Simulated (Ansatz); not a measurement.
# Ge: the cost of one run

Method: DFT LDA, scalar-relativistic, plane waves, PAW, in Ansatz 0.2.0.

2 further runs of the same task are left out: 1 that didn't finish, 1 set aside as unsound or not needed. Runs told in other sessions of the task aren't counted.

### Step 1. The starting structure

The structure is cubic, space group Fd-3m (No. 227). Conventional cell: a = 5.621 Å, b = 5.621 Å, c = 5.621 Å, α = 90.00°, β = 90.00°, γ = 90.00°. Ge (site symmetry -43m) is surrounded by 4 Ge at 2.43 Å.

Structure file:

```cif
data_structure
_symmetry_space_group_name_H-M 'Fd-3m:1'
_symmetry_Int_Tables_number 227
_cell_length_a 5.6214
_cell_length_b 5.6214
_cell_length_c 5.6214
_cell_angle_alpha 90.000
_cell_angle_beta 90.000
_cell_angle_gamma 90.000
_cell_volume 177.64
loop_
_atom_site_label
_atom_site_type_symbol
_atom_site_symmetry_multiplicity
_atom_site_Wyckoff_symbol
_atom_site_fract_x
_atom_site_fract_y
_atom_site_fract_z
_atom_site_occupancy
Ge1 Ge 8 b 0.00000 0.00000 0.50000 1
```

It goes back to an entry of the Materials Project.

It is the result of an earlier relaxation at this level (volume 22.21 Å³/atom; gap on the mesh: none (metal)).

### Step 2. The bulk in the cell of the plane

The input, input.yaml:

```yaml
crystal:
  lattice:
    - [6.884840169, 0.0, 0.0]
    - [-2.294946723, 10.2633137547, 0.0]
    - [3.4424200845, -1.5394970632, 1.2569940885]
  atoms:
    - { symbol: Ge, position: [0.5, 0.5, 0.0] }
    - { symbol: Ge, position: [0.0, 0.0, 0.0] }
    - { symbol: Ge, position: [0.625, 0.625, 0.5] }
    - { symbol: Ge, position: [0.125, 0.125, 0.5] }
basis:
  ecutwfc: 420
kpoints:
  mp_grid: { grid: [5, 4, 27] }
hamiltonian:
  xc: lda
scf:
  occupations: { method: gaussian, width: 0.1 }
output:
  forces: true
  stress: true
  eigenvalues: true
```

Launch:

```
> ansatz run input.yaml --threads 8 --pin off --max-ram 28672MiB --backend cpu --events-out ev --progress --plain --runs-dir out
```

**Question.** How long does this run take on 8 threads of Intel Xeon 6975P-C (Granite Rapids), shared host, and how much memory does it need?

About 3 s, with a peak of 0.88 GiB.
